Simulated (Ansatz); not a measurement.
# CuTe: the cost of one run

Computed with Ansatz 0.2.0 (DFT LDA+U (U_eff = 6 eV on Cu d), plane waves, PAW, unless a step's input says otherwise).

2 further runs of the same task are left out: 2 that didn't finish. Runs told in other sessions of the task aren't counted.

## (1) The system as given

Symmetry: P6_3mc, No. 186, hexagonal system. The conventional cell has a = 4.477 Å, b = 4.477 Å, c = 7.332 Å, α = 90.00°, β = 90.00°, γ = 120.00°. Cu (site symmetry 3m) has 4 Te at 2.74 to 2.75 Å in its first shell of neighbours. Te (site symmetry 3m) is surrounded by 4 Cu at 2.74 to 2.75 Å.

As a file:

```xyz
4
Lattice="4.4767 0.0000 0.0000 -2.2383 3.8769 0.0000 0.0000 0.0000 7.3317" Properties=species:S:1:pos:R:3 pbc="T T T"
Cu    2.2383    1.2923    0.0000
Cu    0.0000    2.5846    3.6659
Te    2.2383    1.2923    4.5838
Te    0.0000    2.5846    0.9179
```

## (2) Ferromagnetic start, free, symmetry kept, no search

input.yaml

```yaml
crystal:
  lattice:
    - [4.47665298, 0.0, 0.0]
    - [-2.23832649, 3.8768952, 0.0]
    - [0.0, 0.0, 7.33172399]
  atoms:
    - { symbol: Cu, position: [0.6666666667, 0.3333333333, 0.0], spin: 1.0 }
    - { symbol: Cu, position: [0.3333333333, 0.6666666667, 0.5], spin: 1.0 }
    - { symbol: Te, position: [0.6666666667, 0.3333333333, 0.6252] }
    - { symbol: Te, position: [0.3333333333, 0.6666666667, 0.1252] }
basis:
  ecutwfc: 420
  ecutrho_ratio: 4
kpoints:
  mp_grid: { grid: [5, 5, 3] }
hamiltonian:
  xc: lda
  hubbard:
    sites: [{ site: 0, l: d, u_eff: 6.0 }, { site: 1, l: d, u_eff: 6.0 }]
scf:
  occupations: { method: gaussian, width: 0.05 }
  lower_state_search: "off"
  max_iter: 150
output:
  forces: true
  stress: true
  eigenvalues: true
  populations: true
  hubbard: { sites: [{ site: 0, l: d }, { site: 1, l: d }] }
magnetization:
  spin_polarized: true
```

Launch:

```bash
> ansatz run input.yaml --threads 2 --pin off --max-ram 3072MiB --backend cpu --events-out ev --progress --plain --runs-dir out
```

What time and memory should one allow on 2 threads of Arm Neoverse V1, shared host?

About 14 s, with a peak of 0.42 GiB.
